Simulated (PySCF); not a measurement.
# BTe⁻ at other levels of theory

Aim: see what other levels and later steps give for BTe⁻.

Method: method and basis as typed in the scripts; program: PySCF 2.14.0.

4 further runs of the same task are left out: 1 for a known fault of the program, 3 that didn't finish.

### Step 1. Starting geometry

BTe⁻: 2 atoms, charge -1, spin multiplicity 1.

Bond lengths: B1–Te2 2.235 Å.

### Step 2. The run that the others are compared with

Input file input.py:

```python
from pyscf import gto, dft

mol = gto.M(
    atom='B 0 0 0; Te 0 0 2.235',
    basis='sto-3g',
    charge=-1,
    spin=0,
    verbose=4,
)
mf = dft.RKS(mol, xc='revpbe')
mf.kernel()
mf.dip_moment()
print('orbital energies (hartree):', mf.mo_energy[..., max(0, mol.nelec[1]-3):mol.nelec[0]+3].round(4))
```

On the command line:

```console
> OMP_NUM_THREADS=1 python input.py
```

The log of this run is left out.

It gives: E(SCF) = -6573.225868 Eh, 9 cycles.

No relativity is included for the heavy element. The bond length is a typed value, not an optimised one. The dipole of an ion depends on the origin.

### Step 3. Frequency run (RHF)

Variant 1 changes step after the SCF: none → frequency; SCF type: RKS → RHF; functional: revpbe → none (Hartree–Fock).

Edit input.py of step 2 so:

```diff
@@ -1,2 +1,3 @@
-from pyscf import gto, dft
+from pyscf import gto, scf
+from pyscf.hessian import thermo
 
@@ -9,4 +10,6 @@
 )
-mf = dft.RKS(mol, xc='revpbe')
+mf = scf.RHF(mol)
 mf.kernel()
+hess = mf.Hessian().kernel()
+print('wavenumber (cm^-1) =', thermo.harmonic_analysis(mol, hess)['freq_wavenumber'].round(1))
 mf.dip_moment()
```

On the command line:

```console
> OMP_NUM_THREADS=1 python input.py
```

The log of the run (excerpt; [...] marks lines left out):

```text
[lines on the frontier levels of each cycle are left out]
PySCF version 2.14.0

[INPUT] verbose = 4
[INPUT] num. atoms = 2
[INPUT] num. electrons = 58
[INPUT] charge = -1
[INPUT] spin (= nelec alpha-beta = 2S) = 0
[INPUT] symmetry False subgroup None
[INPUT] Mole.unit = angstrom
[INPUT] Symbol           X                Y                Z      unit          X                Y                Z       unit  Magmom
[INPUT]  1 B      0.000000000000   0.000000000000   0.000000000000 AA    0.000000000000   0.000000000000   0.000000000000 Bohr   0.0
[INPUT]  2 Te     0.000000000000   0.000000000000   2.235000000000 AA    0.000000000000   0.000000000000   4.223537888403 Bohr   0.0

nuclear repulsion = 61.5597650287248
number of shells = 14
number of NR pGTOs = 96
number of NR cGTOs = 32
basis = sto-3g
ecp = {}

******** <class 'pyscf.scf.hf.RHF'> ********
method = RHF
initial guess = minao
damping factor = 0
level_shift factor = 0
DIIS = <class 'pyscf.scf.diis.CDIIS'>
diis_start_cycle = 1
diis_space = 8
diis_damp = 0
SCF conv_tol = 1e-09
SCF conv_tol_grad = None
SCF max_cycles = 50
direct_scf = True
direct_scf_tol = 1e-13
Set gradient conv threshold to 3.16228e-05
Initial guess from minao.
init E= -6550.8875630373
cycle= 1 E= -6571.09726333103  delta_E= -20.2  |g|= 0.435  |ddm|=  2.1
cycle= 2 E= -6571.16962626901  delta_E= -0.0724  |g|= 0.455  |ddm|= 2.11
cycle= 3 E= -6571.26978205094  delta_E= -0.1  |g|= 0.0584  |ddm|= 0.814
cycle= 4 E= -6571.27403832667  delta_E= -0.00426  |g|= 0.0179  |ddm|= 0.286
cycle= 5 E= -6571.27441234746  delta_E= -0.000374  |g|= 0.00979  |ddm|= 0.0596
cycle= 6 E= -6571.27456940087  delta_E= -0.000157  |g|= 0.000571  |ddm|= 0.0626
cycle= 7 E= -6571.27456990385  delta_E= -5.03e-07  |g|= 4.53e-05  |ddm|= 0.00359
cycle= 8 E= -6571.27456990669  delta_E= -2.84e-09  |g|= 5.5e-06  |ddm|= 0.000217
cycle= 9 E= -6571.27456990674  delta_E= -4.91e-11  |g|= 2.78e-07  |ddm|= 3.38e-05
Extra cycle  E= -6571.27456990673  delta_E= 7.28e-12  |g|= 1.64e-07  |ddm|= 9.62e-07
converged SCF energy = -6571.27456990673
wavenumber (cm^-1) = [571.1]

WARN: System has nonzero charge -1; the dipole moment is origin-dependent.
Location of origin: [0. 0. 0.]

Dipole moment(X, Y, Z, Debye):  0.00000, -0.00000, -9.04214
orbital energies (hartree): [0.0462 0.0639 0.0639 0.5144 0.5144 0.7018]
```

Wall time 6.5 s (1 thread of Arm Neoverse V1, shared host).

Result: E(SCF) = -6571.274570 Eh, 9 cycles, wavenumbers 571 cm⁻¹.

The bond length is a typed value, not an optimised one, so the wavenumber is not that of the minimum.

### Step 4. Hse06

Variant 2 changes functional: revpbe → hse06.

Edit input.py of step 2 so:

```diff
@@ -9,3 +9,3 @@
 )
-mf = dft.RKS(mol, xc='revpbe')
+mf = dft.RKS(mol, xc='hse06')
 mf.kernel()
```

On the command line:

```console
> OMP_NUM_THREADS=1 python input.py
```

The log of the run (excerpt; [...] marks lines left out):

```text
[lines on the frontier levels of each cycle are left out]
[... 20 set-up lines left out, the same as in an earlier log ...]
******** <class 'pyscf.dft.rks.RKS'> ********
method = RKS
[... 12 set-up lines left out, the same as in an earlier log ...]
XC library pyscf.dft.libxc version 7.0.0
    S. Lehtola, C. Steigemann, M. J.T. Oliveira, and M. A.L. Marques.,  SoftwareX 7, 1–5 (2018)
XC functionals = hse06
    J. Heyd, G. E. Scuseria, and M. Ernzerhof.,  J. Chem. Phys. 118, 8207 (2003)
    J. Heyd, G. E. Scuseria, and M. Ernzerhof.,  J. Chem. Phys. 124, 219906 (2006)
    A. V. Krukau, O. A. Vydrov, A. F. Izmaylov, and G. E. Scuseria.,  J. Chem. Phys. 125, 224106 (2006)
radial grids:
    Treutler-Ahlrichs [JCP 102, 346 (1995); DOI:10.1063/1.469408] (M4) radial grids
[... 1 set-up line left out, the same as in an earlier log ...]
becke partition: Becke, JCP 88, 2547 (1988); DOI:10.1063/1.454033
pruning grids: <function nwchem_prune>
grids dens level: 3
symmetrized grids: False
atomic radii adjust function: <function treutler_atomic_radii_adjust>
small_rho_cutoff = 0
[... 2 set-up lines left out, the same as in an earlier log ...]
tot grids = 36008
init E= -6553.43324970936
cycle= 1 E= -6572.9965816344  delta_E= -19.6  |g|= 0.451  |ddm|= 2.08
cycle= 2 E= -6569.78614140106  delta_E= 3.21  |g|= 2.19  |ddm|= 4.63
cycle= 3 E= -6573.18395502663  delta_E= -3.4  |g|= 0.0245  |ddm|= 3.73
cycle= 4 E= -6573.18436485446  delta_E= -0.00041  |g|= 0.00281  |ddm|= 0.0652
cycle= 5 E= -6573.18437091349  delta_E= -6.06e-06  |g|= 0.0006  |ddm|= 0.00846
cycle= 6 E= -6573.18437114923  delta_E= -2.36e-07  |g|= 0.000114  |ddm|= 0.00138
cycle= 7 E= -6573.18437115378  delta_E= -4.55e-09  |g|= 6.84e-05  |ddm|= 0.000104
cycle= 8 E= -6573.18437115626  delta_E= -2.48e-09  |g|= 1.52e-05  |ddm|= 0.00011
cycle= 9 E= -6573.18437115639  delta_E= -1.31e-10  |g|= 6.96e-08  |ddm|= 3.13e-05
Extra cycle  E= -6573.18437115639  delta_E= 9.09e-13  |g|= 1.67e-07  |ddm|= 4.86e-07
converged SCF energy = -6573.18437115639

WARN: System has nonzero charge -1; the dipole moment is origin-dependent.
Location of origin: [0. 0. 0.]

Dipole moment(X, Y, Z, Debye): -0.00000,  0.00000, -8.02802
orbital energies (hartree): [0.1418 0.1418 0.1642 0.3352 0.3352 0.5255]
```

It took 3.1 s on 1 thread of Arm Neoverse V1, shared host.

Result: E(SCF) = -6573.184371 Eh, 9 cycles.

### Step 5. X3lyp

Variant 3 changes functional: revpbe → x3lyp.

Edit input.py of step 2 so:

```diff
@@ -9,3 +9,3 @@
 )
-mf = dft.RKS(mol, xc='revpbe')
+mf = dft.RKS(mol, xc='x3lyp')
 mf.kernel()
```

On the command line:

```console
> OMP_NUM_THREADS=1 python input.py
```

The log of the run (excerpt; [...] marks lines left out):

```text
[lines on the frontier levels of each cycle are left out]
[... 36 set-up lines left out, the same as in an earlier log ...]
XC functionals = x3lyp
    X. Xu and W. A. Goddard.,  Proc. Natl. Acad. Sci. U. S. A. 101, 2673 (2004)
[... 12 set-up lines left out, the same as in an earlier log ...]
init E= -6553.66653719621
cycle= 1 E= -6573.21802636252  delta_E= -19.6  |g|= 0.455  |ddm|= 2.07
cycle= 2 E= -6570.16149422015  delta_E= 3.06  |g|= 2.22  |ddm|= 4.57
cycle= 3 E= -6573.40862719197  delta_E= -3.25  |g|= 0.0406  |ddm|= 3.62
cycle= 4 E= -6573.40961140712  delta_E= -0.000984  |g|= 0.0116  |ddm|= 0.0775
cycle= 5 E= -6573.40968827723  delta_E= -7.69e-05  |g|= 0.00381  |ddm|= 0.0196
cycle= 6 E= -6573.40969649843  delta_E= -8.22e-06  |g|= 0.000804  |ddm|= 0.00675
cycle= 7 E= -6573.40969682276  delta_E= -3.24e-07  |g|= 0.000226  |ddm|= 0.00116
cycle= 8 E= -6573.40969685089  delta_E= -2.81e-08  |g|= 3.58e-07  |ddm|= 0.00046
cycle= 9 E= -6573.40969685089  delta_E= 1.82e-12  |g|= 7.04e-08  |ddm|= 1.12e-06
Extra cycle  E= -6573.40969685089  delta_E= -1.82e-12  |g|= 1.54e-07  |ddm|= 4.55e-07
converged SCF energy = -6573.40969685089

WARN: System has nonzero charge -1; the dipole moment is origin-dependent.
Location of origin: [0. 0. 0.]

Dipole moment(X, Y, Z, Debye): -0.00000,  0.00000, -7.87541
orbital energies (hartree): [0.1367 0.1367 0.1597 0.348  0.348  0.5348]
```

It took 1.6 s on 1 thread of Arm Neoverse V1, shared host.

Outcome: E(SCF) = -6573.409697 Eh, 9 cycles.

### Step 6. Comparison

| run | E(SCF) (hartree) | from base (eV) | cycles | gap (eV) | after the SCF |
| --- | --- | --- | --- | --- | --- |
| base | -6573.225868 | 0 | 9 | 3.14 | n/a |
| frequency run (RHF) | -6571.274570 | not comparable | 9 | 12.26 | highest mode 571 cm⁻¹ |
| hse06 | -6573.184371 | not comparable | 9 | 4.65 | n/a |
| x3lyp | -6573.409697 | not comparable | 9 | 5.12 | n/a |

Wall time on 1 thread of Arm Neoverse V1, shared host, start-up included: base 1.6 s; frequency run (RHF) 6.5 s; hse06 3.1 s; x3lyp 1.6 s.

In words: The highest filled level of this anion is positive: the basis lacks diffuse functions or the electron is not bound, so these numbers hang on the basis. The gap between the frontier levels is 3.1 eV with revpbe (0 % exact exchange) and 5.1 eV with x3lyp (22 %): exact exchange opens it. A lower total energy from another functional means nothing by itself. The dearest run is “frequency run (RHF)”, at 6.5 s against 1.6 s.
